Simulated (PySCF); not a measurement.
# C₇H₆N₃−: electronic excitations

What electronic excitations should C₇H₆N₃− (`Cc1ccc2[n-]nnc2c1`) show?

Computed with PySCF 2.14.0, with density-fitted response routines of our own, on a single molecule in the gas phase. Atoms are numbered from 0 throughout.

## 1. The starting structure

16 atoms, charge -1, multiplicity 1; geometry from: GFN2-xTB.

Bonds of the start (Å): C0–C1 1.51, C1–C2 1.41, C2–C3 1.37, C3–C4 1.39, C4–N5 1.35, N5–N6 1.31, N6–N7 1.31, N7–C8 1.35, C8–C9 1.39, C9–C1 1.38, C8–C4 1.44, C0–H10 1.09, C0–H11 1.09, C0–H12 1.09, C2–H13 1.09, C3–H14 1.08, C9–H15 1.08.

## 2. TDDFT and polarisability: CAM-B3LYP/def2-SVPD

Job settings and geometry (Å):

```
{"job": {"kind": "uv", "xc": "CAM-B3LYP", "basis": "def2-SVPD", "nstates": 8, "ntriplets": 3}, "charge": -1, "multiplicity": 1}
C     -2.435893    -0.374959    -0.012736
C     -0.952512    -0.108873     0.005111
C     -0.505345     1.223165     0.106130
C      0.828728     1.552416     0.119219
C      1.756568     0.517132     0.026404
N      3.108374     0.480343     0.012290
N      3.448625    -0.784312    -0.093667
N      2.424414    -1.606672    -0.152005
C      1.310814    -0.843311    -0.080441
C     -0.050473    -1.144912    -0.089899
H     -2.942513     0.189371     0.772288
H     -2.639889    -1.434532     0.136498
H     -2.871454    -0.076863    -0.970278
H     -1.251186     2.009575     0.177758
H      1.152104     2.583715     0.200585
H     -0.387960    -2.172336    -0.168669
```

Method: TDDFT CAM-B3LYP/def2-SVPD, vertical, gas phase, core orbitals frozen in the response.

Run with:

```console
OMP_NUM_THREADS=1 python probes_run.py task.json out
```

One launch serves the whole session: the jobs run in the order shown.

What will the session give for the following? lowest singlet (CAM-B3LYP/def2-SVPD); brightest single state of those computed; lowest triplet. Wanted: lowest singlet; brightest single state of those computed; lowest triplet.

**Answer**, as computed:

| quantity | value |
| --- | --- |
| lowest singlet (CAM-B3LYP/def2-SVPD) | 4.62 eV (268 nm), f = 0.050 |
| brightest single state of those computed | state 3, 4.94 eV, f = 0.056 |
| lowest triplet | 3.44 eV |

What this shows: The first singlet state (HOMO→LUMO+1 0.92) lies at 4.62 eV and is weak; of the 8 states computed, the strongest absorption comes from state 3 at 4.94 eV. The lowest triplet lies 1.18 eV below the lowest singlet (triplets in Tamm-Dancoff, singlets in full TDDFT). The lowest singlet lies above −ε(HOMO); no detachment energy was computed, so the anion's states may not be bound.
